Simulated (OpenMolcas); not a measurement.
**SiClF2 (SMILES F[Si](F)Cl): UB3LYP5/ANO-L-MB (Cholesky decomposition, population LoProp)**

Aim: the vertical ionisation energy of SiClF2 at UB3LYP5/ANO-L-MB (Cholesky decomposition, population LoProp), from 2 runs. 

Program for the calculation: OpenMolcas 26.06.

5 further runs of the same task are left out: 5 set aside as unsound or not needed.

## Step 1: Starting point

The species is SiClF2 (4 atoms), meant as a doublet with charge 0. SMILES: `F[Si](F)Cl`. Geometry: relaxed at PBE0-D4/def2-TZVP.

Bond lengths: F1–Si2 1.585 Å, Si2–F3 1.585 Å, Si2–Cl4 2.036 Å. Angles: F1–Si2–F3 107.0°, F1–Si2–Cl4 108.9°, F3–Si2–Cl4 108.9°.

## Step 2: Energy and one-electron properties at UB3LYP5/ANO-L-MB (Cholesky decomposition, population LoProp)

run.inp

```
* ClF2Si Kohn-Sham DFT
&gateway
coord
4
angstrom
F        1.308200       0.129000       0.798000
Si       0.221200      -0.316500      -0.265700
F       -0.871800      -1.157400       0.514900
Cl      -0.657600       1.344900      -1.047300
basis = ANO-L-MB
group = NoSym
&seward
low
&scf
uhf
spin = 2
ksdft = B3LYP5
prorbitals = 1
&loprop
nofield
```

On the command line:

```bash
$ export MOLCAS_MEM=1860
$ pymolcas run.inp > run.log
```

The program printed:

```text
--- Start Module: gateway ---
[...]
--- Stop Module: gateway /rc=_RC_ALL_IS_WELL_ ---
[...]
      Basis functions           28
[...]
--- Start Module: scf ---
[...]
       Convergence after  10 Iterations
[...]
::    Total KS-DFT energy                            -949.1486567481
[...]
      Total spin, S                                     0.5006563850
[...]
      Total electronic charge=   49.000000
      Total            charge=   -0.000000
[...]
      Dipole Moment (debye):
      Origin of the operator (angstrom)=   -0.0844    0.1846   -0.1893
                   X=  6.6271E-01               Y= -9.4347E-01               Z= -8.1985E-01           Total=  1.4147E+00
      Quadrupole Moment (debye*angstrom):
[...]
--- Stop Module: scf /rc=_RC_ALL_IS_WELL_ ---
[...]
--- Start Module: loprop ---
[...]
--- Stop Module: loprop /rc=_RC_ALL_IS_WELL_ ---
[...]
```

It took 4.8 s on 1 thread of Arm Neoverse V1, shared host; peak memory 0.25 GiB.

Atomic charges (e):

```csv
atom,Mulliken,program's own
F1,-0.488,-0.370
Si2,+1.275,+0.928
F3,-0.488,-0.370
Cl4,-0.299,-0.188
```

## Step 3: The singlet cation

run.inp

```
&GATEWAY
  Coord
  4
  angstrom
  F        1.308200       0.129000       0.798000
  Si       0.221200      -0.316500      -0.265700
  F       -0.871800      -1.157400       0.514900
  Cl      -0.657600       1.344900      -1.047300
  Basis=ANO-L-MB
  Group=NoSym

&SEWARD
  Low

&SCF
  Charge=1
  KSDFT=B3LYP5
  PrOrbitals=1

&LOPROP
  NoField
```

On the command line:

```bash
$ export MOLCAS_MEM=1860
$ pymolcas run.inp > run.log
```

The program printed:

```text
--- Start Module: gateway ---
[...]
--- Stop Module: gateway /rc=_RC_ALL_IS_WELL_ ---
[...]
      Basis functions           28
[...]
--- Start Module: scf ---
[...]
       Convergence after  15 Iterations
[...]
::    Total KS-DFT energy                            -948.7363410300
[...]
      Total spin, S                                     0.0000000000
[...]
      Total electronic charge=   48.000000
      Total            charge=    1.000000
[...]
      Dipole Moment (debye):
      Origin of the operator (angstrom)=   -0.0844    0.1846   -0.1893
                   X=  1.4703E+00               Y= -1.9595E+00               Z= -2.4222E+00           Total=  3.4451E+00
      Center of Charge (angstrom)
[...]
--- Stop Module: scf /rc=_RC_ALL_IS_WELL_ ---
[...]
--- Start Module: loprop ---
[...]
--- Stop Module: loprop /rc=_RC_ALL_IS_WELL_ ---
[...]
```

It took 4.2 s on 1 thread of Arm Neoverse V1, shared host; peak memory 0.25 GiB.

Atomic charges (e):

```csv
atom,Mulliken,program's own
F1,-0.398,-0.274
Si2,+1.813,+1.460
F3,-0.398,-0.274
Cl4,-0.017,+0.088
```

## Step 4: Outcome

At UB3LYP5/ANO-L-MB (Cholesky decomposition, population LoProp):

| quantity | value |
| --- | --- |
| doublet SiClF2: total energy | -949.14866 Eh |
| doublet SiClF2: dipole moment | 1.41 D |
| doublet SiClF2: HOMO energy (highest over α and β) | -8.05 eV |
| doublet SiClF2: LUMO energy (lowest over α and β) | -5.36 eV |
| doublet SiClF2: ⟨S²⟩ | 0.751 |
| singlet cation: total energy | -948.73634 Eh |
| singlet cation: HOMO energy | -17.80 eV |
| singlet cation: LUMO energy | -14.32 eV |
| singlet cation: HOMO–LUMO gap | 3.47 eV |
| vertical ionisation energy (to the singlet cation) | 11.220 eV |

What this shows: The vertical ionisation energy comes to 11.22 eV (1083 kJ/mol). Only the singlet of the ionised species was computed; a triplet could lie lower. In a minimal basis such a difference can be off by several eV, whatever the method. Mulliken charges (singlet cation) run from -0.40 on F1 to +1.81 on Si2.
